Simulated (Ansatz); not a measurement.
Predict the output of the script below (Ansatz's Python interface).

The script, `restart_srca3.py`:
```python
"""Two stages for SrCa3: converge the density, then read it back for bands."""

import argparse
import warnings

import ansatz as az

XC = "pbesol"
KGRID = (5, 5, 5)
SMEARING = "Marzari-Vanderbilt"
SIGMA = 0.1

warnings.simplefilter("ignore", az.DeckWarning)

crystal = (
    az.Lattice.of([0.0, 4.517876, 4.517876], [4.517876, 0.0, 4.517876], [4.517876, 4.517876, 0.0])
    .atom("Sr", [0.0, 0.0, 0.0])
    .atom("Ca", [0.25, 0.25, 0.25])
    .atom("Ca", [0.75, 0.75, 0.75])
    .atom("Ca", [0.5, 0.5, 0.5])
)

parser = argparse.ArgumentParser()
parser.add_argument("stage", choices=["scf", "bands"])
stage = parser.parse_args().stage
model = (
    crystal.calculation()
    .functional(XC)
    .pseudopotentials("paw")
    .kpoints(*KGRID)
    .occupations(SMEARING, width=SIGMA)
)
if stage == "scf":
    rep = model.checkpoint(write="srca3.run").run().report
    print(f"F = {rep['free_energy_ev']:.5f} eV after {rep['n_iterations']} iterations, saved")
else:
    points = {"K": (0.375, 0.375, 0.75), "G": (0.0, 0.0, 0.0), "L": (0.5, 0.5, 0.5), "W": (0.5, 0.25, 0.75), "X": (0.5, 0.0, 0.5)}
    result = model.checkpoint(read="srca3.run", post_process_only=True).band_structure(list(points.values()), intervals=1).run()
    bands = result.band_structure()
    for label, levels in zip(points, bands.channels[0].eigenvalues_ev - bands.fermi_energy_ev):
        print(f"{label:3s}", " ".join(f"{e:7.3f}" for e in levels if abs(e) < 6))
```

Running `python restart_srca3.py scf` prints:
```text
F = -8873.24549 eV after 6 iterations, saved
```

Running `python restart_srca3.py bands` prints:
```text
K    -1.834  -1.742  -1.731  -0.680  -0.010   0.665   0.951   1.047
G    -3.938   0.007   0.007   0.191   0.191   0.191   0.442   0.442
L    -2.421  -2.399   0.014   0.014   0.270   0.270   0.661   0.720
W    -1.658  -1.581  -1.581  -1.464   0.620   0.653   0.653   0.839
X    -1.998  -1.930  -1.039  -0.844   0.016   0.016   1.264   1.264
```

Reading the output:
- Total energies depend on the potentials; only differences at equal settings carry meaning. A total without «per atom» is that of the cell as typed.
- The computed bands are complete only to about 0.4 eV above the Fermi level.
- The mesh is modest for a metal, so energies can be off by several to tens of meV an atom and pressures by half a GPa or more; differences at equal mesh fare better.
- This cell is a computed structure, which may not be the phase found in nature.
- Levels are Kohn-Sham eigenvalues on this mesh, without spin-orbit coupling.
- Hardware and time: 2.7 s on 1 thread of AMD EPYC 9R45 96-Core Processor (Zen 5) (shared host), peak memory 0.45 GiB.

(Lines on the test bed's own set-up are left out of the output.)
